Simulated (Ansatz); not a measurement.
# ClH2InO2: the cost of one run

Method: PBE0-D4, def2-SVP first, then def2-TZVP; program: Ansatz 0.2.0, Gaussian basis.

105 further runs of the same task are left out: 105 set aside as unsound or not needed.

## (1) The system as given

The guess: 6 atoms, charge 0, spin multiplicity 1.

Atoms are counted from 1 here; the program's logs count them from 0.

Bond lengths: In1–O2 2.237 Å, In1–O3 1.889 Å, In1–H4 2.070 Å, In1–Cl5 2.303 Å, O2–H4 1.211 Å, O2–H6 0.960 Å. Angles: O2–In1–O3 71.6°, O2–In1–H4 32.4°, O2–In1–Cl5 128.5°, O3–In1–H4 39.3°, O3–In1–Cl5 159.5°, H4–In1–Cl5 160.7°, In1–O2–H4 66.2°, In1–O2–H6 137.4°, H4–O2–H6 111.0°, In1–H4–O2 81.4°.

Geometry (Å):

```
atom    x (Å)    y (Å)    z (Å)
 In1  -0.6740   0.6446   0.4444
  O2   1.0757  -0.5210  -0.3201
  O3  -1.2547  -1.1085   0.0479
  H4   0.0478  -1.1587  -0.2709
 Cl5  -0.7182   2.7987   1.2573
  H6   1.5235  -0.6551  -1.1586
```

Distances that are to change: O2–H4 1.21 Å, In1–O2 2.24 Å, O3–H4 1.34 Å.

## (2) Constrained relaxation of the guess

hold/in.yaml

```yaml
crystal:
  periodic: [false, false, false]
  atoms:
    - {symbol: In, position_ang: [-0.674000, 0.644600, 0.444400]}
    - {symbol: O, position_ang: [1.075700, -0.521000, -0.320100]}
    - {symbol: O, position_ang: [-1.254700, -1.108500, 0.047900]}
    - {symbol: H, position_ang: [0.047800, -1.158700, -0.270900]}
    - {symbol: Cl, position_ang: [-0.718200, 2.798700, 1.257300]}
    - {symbol: H, position_ang: [1.523500, -0.655100, -1.158600]}
basis:
  gaussian: {orbitals: def2-SVP}
hamiltonian: {xc: pbe0, dispersion: d4}
relax: {f_tol: 0.04, max_steps: 150, escape_saddle: false, constraints: [{distance: [1, 3]}, {distance: [0, 1]}, {distance: [2, 3]}]}
```

Launch:

```console
$ ansatz run in.yaml --threads 4 --pin off --events-out ev --progress --plain --max-ram 9574MiB
```

**Question.** How long does this run take on 4 threads of Arm Neoverse V1, shared host?

About 8 s.
